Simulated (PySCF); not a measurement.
# Cl3DyH3N (Dy(Cl)3(NH3)): the cost of one run

The runs use PySCF 2.14.0; several levels, as the steps say, no spin–orbit coupling.

1 further run of the same task is left out (for a known fault of the program).

## Step 1: Where the work starts

8 atoms, charge 0, spin multiplicity 1.

Bond lengths: Dy1–Cl2 2.492 Å, Dy1–Cl3 2.492 Å, Dy1–Cl4 2.492 Å, Dy1–N5 2.454 Å, N5–H6 1.023 Å, N5–H7 1.023 Å, N5–H8 1.023 Å. Angles: Cl2–Dy1–Cl3 119.2°, Cl2–Dy1–Cl4 119.2°, Cl2–Dy1–N5 95.1°, Cl3–Dy1–Cl4 119.2°, Cl3–Dy1–N5 95.1°, Cl4–Dy1–N5 95.1°, Dy1–N5–H6 112.2°, Dy1–N5–H7 112.2°, Dy1–N5–H8 112.2°, H6–N5–H7 106.6°, H6–N5–H8 106.6°, H7–N5–H8 106.6°.

As a file:

```tsv
atom	x (Å)	y (Å)	z (Å)
Dy1	0.0268	-0.0268	0.0268
Cl2	1.1681	1.8718	1.1681
Cl3	-1.8718	-1.1681	1.1681
Cl4	1.1681	-1.1681	-1.8718
N5	-1.3902	1.3902	-1.3902
H6	-1.9997	1.9997	-0.8401
H7	-0.8401	1.9997	-1.9997
H8	-1.9997	0.8401	-1.9997
```

Formal oxidation states: Dy +3. Each metal's 9 4f electrons lie in its core potential, so multiplicities, spins and levels count the valence alone. An earlier session relaxed this geometry at PBE0, Dy lcecp-1-SVP with ECP55, Cl def2-SVP, N def2-SVP, H def2-SVP (singlet, point group C3v).

At PBE0 on the finer grid: E = -1473.558287 Eh, HOMO -8.41 eV, LUMO -1.08 eV, Mulliken charge on Dy1 +0.81 e, largest force component 0.003 eV/Å. 

Levels to run: PBE; HF; PBE0, TZVP. Hardware: 2 threads of Arm Neoverse V1, shared host.

## Step 2: PBE

The input, run.py (the lines that set the calculation):

```python
mol = gto.M(atom='''
Dy     0.02676    -0.02676     0.02676
Cl     1.16808     1.87179     1.16808
Cl    -1.87179    -1.16808     1.16808
Cl     1.16808    -1.16808    -1.87179
N     -1.39019     1.39019    -1.39019
H     -1.99972     1.99972    -0.84009
H     -0.84009     1.99972    -1.99972
H     -1.99972     0.84009    -1.99972''',
    basis={'Dy': 'lcecp-1-SVP', 'Cl': 'def2-SVP', 'N': 'def2-SVP', 'H': 'def2-SVP'},
    ecp={'Dy': 'lcecp-1-SVP'},
    charge=0, spin=0)
mf = dft.RKS(mol, xc='PBE')
mf.grids.atom_grid = (75, 302)  # f atoms: unpruned, at least (60, 302)
mf = mf.density_fit()  # fitting sets: Dy AutoAux, Cl def2-universal-JKFIT, N def2-universal-JKFIT, H def2-universal-JKFIT
mf.conv_tol = 1e-08; mf.max_cycle = 55
mf.kernel(dm0)  # dm0: the density of the relaxed state
```

The run is started by

```
> OMP_NUM_THREADS=2 python run.py
```

**Question.** How long does this run take on 2 threads of Arm Neoverse V1, shared host?

About 7.8 s.
